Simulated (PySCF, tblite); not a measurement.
# C5H11ClOSi2: geometry, infrared bands and NMR shifts

Wanted: the infrared bands and NMR shifts of C5H11ClOSi2 (`C[SiH2]/C=C(/Cl)C(=O)C[SiH3]`), by calculation.

Programs: tblite 0.8.0 and PySCF 2.14.0, with density-fitted response routines of our own. Each step states its level of theory. These are calculated values for one molecule in the gas phase, unless marked as measured. Atoms count from 0, in the outputs and in this text.

## (1) The molecule as given

20 atoms, charge 0, multiplicity 1; geometry from: force field or distance geometry start.

Bonds of the start (Å): C0–Si1 1.86, Si1–C2 1.84, C2–C3 1.34, C3–Cl4 1.77, C3–C5 1.43, C5–O6 1.27, C5–C7 1.48, C7–Si8 1.82, C0–H9 1.09, C0–H10 1.12, C0–H11 1.14, Si1–H12 1.44, Si1–H13 1.49, C2–H14 1.09, C7–H15 1.12, C7–H16 1.11, Si8–H17 1.46, Si8–H18 1.48, Si8–H19 1.49.

## (2) Relaxing the molecule with GFN2-xTB

What the job is given:

```
{"job": {"kind": "relax", "xc": "GFN2-xTB", "basis": "xTB"}, "charge": 0, "multiplicity": 1}
C     -3.045700     0.393400    -0.182100
Si    -2.132100    -1.076800    -0.862900
C     -0.715800    -1.593500     0.188500
C      0.418400    -0.887200     0.267700
Cl     1.653700    -1.552100     1.340000
C      0.549200     0.316800    -0.485100
O     -0.440500     0.662600    -1.210200
C      1.729500     1.208400    -0.505000
Si     3.163000     0.734600     0.516600
H     -2.609500     0.754400     0.747800
H     -3.116900     1.237500    -0.916400
H     -4.132700     0.109800    -0.004100
H     -1.802000    -0.930200    -2.257600
H     -3.100400    -2.210000    -0.815300
H     -0.811800    -2.508100     0.777100
H      2.050400     1.250600    -1.574900
H      1.391800     2.229300    -0.244800
H      2.902400     0.581400     1.946800
H      3.818100    -0.492600     0.022400
H      4.225800     1.782200     0.429100
```

Started as:

```
$ OMP_NUM_THREADS=1 python probes_run.py task.json out
```

This one command runs all jobs of the session in turn.

**Question.** This job is followed by: GFN2-xTB harmonic vibrations, gas phase; GIAO PBE0/pcSseg-1 NMR shielding, non-relativistic, gas phase. What will the session give for the following? strongest single infrared mode (GFN2-xTB); zero-point energy (GFN2-xTB); 13C shifts against TMS (PBE0/pcSseg-1); 1H shifts against TMS (PBE0/pcSseg-1, means over atoms taken as alike); 29Si shifts against TMS (PBE0/pcSseg-1); 35Cl shifts against HCl (PBE0/pcSseg-1); 17O shifts against H2O (PBE0/pcSseg-1).

The runs gave:

| quantity | value |
| --- | --- |
| strongest single infrared mode (GFN2-xTB) | 2097 cm⁻¹, 443 km/mol |
| zero-point energy (GFN2-xTB) | 86.0 kcal/mol |
| 13C shifts against TMS (PBE0/pcSseg-1) | 202.9, 160.3, 147.0, 26.3, -6.4 ppm |
| 1H shifts against TMS (PBE0/pcSseg-1, means over atoms taken as alike) | 7.42, 4.51, 4.01, 2.63, 0.26 ppm |
| 29Si shifts against TMS (PBE0/pcSseg-1) | -60.6, -69.5 ppm |
| 35Cl shifts against HCl (PBE0/pcSseg-1) | 260 ppm |
| 17O shifts against H2O (PBE0/pcSseg-1) | 591.1 ppm |

In words: Relaxing lowered the energy by 0.882 eV in 173 steps; the close pair that moved most is C7–Si8, from 1.823 to 1.930 Å. All 54 modes are real, so the xTB geometry is a minimum. The strongest single mode, at 2097 cm⁻¹, moves mainly H13. Unscaled tight-binding wavenumbers are off by several per cent, some by more. Its intensities can rank the bands wrongly. C5 (ketone carbonyl carbon) lies farthest downfield among carbon, at 202.9 ppm; the double bond to the heteroatom, with no lone-pair donor beside it, deshields it most. H14 (hydrogen on a β carbon of a C=C–C=O unit) lies farthest downfield among hydrogen, at 7.42 ppm; attached to an sp2 carbon and in the plane of the double bond. At PBE0/pcSseg-1: Shielding is most anisotropic at O6 (span 1042 ppm, paramagnetic term -663 ppm).
